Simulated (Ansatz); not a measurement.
# BaTiO3: the cost of one run

Computed with Ansatz 0.2.0 (DFT r2SCAN, scalar-relativistic, plane waves, PAW, unless a step's input says otherwise).

## (1) The system as given

It takes space group P4mm (No. 99, tetragonal). Conventional cell: a = 4.000 Å, b = 4.000 Å, c = 4.018 Å, α = 90.00°, β = 90.00°, γ = 90.00°. Ba (site symmetry 4mm) is surrounded by 12 O at 2.79 to 2.88 Å. Ti (site symmetry 4mm) is surrounded by 6 O at 1.87 to 2.15 Å. O (site symmetry 4mm) is surrounded by 2 Ti at 1.87 to 2.15 Å. O (site symmetry 2mm) has 2 Ti at 2.00 Å and 4 Ba at 2.79 to 2.88 Å as nearest neighbours.

Structure file:

```
CELL_PARAMETERS angstrom
3.99980 0.00000 0.00000
0.00000 3.99980 0.00000
0.00000 0.00000 4.01800
ATOMIC_POSITIONS crystal
Ba 0.00000 0.00000 0.00000
Ti 0.50000 0.50000 0.48200
O 0.50000 0.50000 0.01600
O 0.50000 0.00000 0.51500
O 0.00000 0.50000 0.51500
```

The structure comes from the Crystallography Open Database.

(A quick probe on a coarse mesh, which set the mesh and smearing, is not shown.)

## (3) Full relaxation

input.yaml

```yaml
crystal:
  lattice:
    - [3.9998, 0.0, 0.0]
    - [0.0, 3.9998, 0.0]
    - [0.0, 0.0, 4.018]
  atoms:
    - { symbol: Ba, position: [0.0, 0.0, 0.0] }
    - { symbol: Ti, position: [0.5, 0.5, 0.482] }
    - { symbol: O, position: [0.5, 0.5, 0.016] }
    - { symbol: O, position: [0.5, 0.0, 0.515] }
    - { symbol: O, position: [0.0, 0.5, 0.515] }
basis:
  ecutwfc: 500
kpoints:
  mp_grid: { grid: [8, 8, 8] }
hamiltonian:
  xc: r2scan
scf:
  occupations: { method: gaussian, width: 0.02 }
output:
  forces: true
  stress: true
  eigenvalues: true
  write_density: true
  write_potential: true
  elf: true
  volumetric_format: npy
relax:
  adjacent_minimum: "off"
  f_tol: 0.005
  max_steps: 80
  cell: { stress_tol: 0.05 }
```

Started as:

```sh
> ansatz run input.yaml --threads 1 --pin off --max-ram 2560MiB --backend cpu --events-out ev --progress --plain --runs-dir out
```

What time and memory should one allow on 1 thread of Intel Xeon Platinum 8259CL at 2.50GHz (Skylake/Cascade Lake), shared host?

About 4.8 min, with a peak of 0.61 GiB.
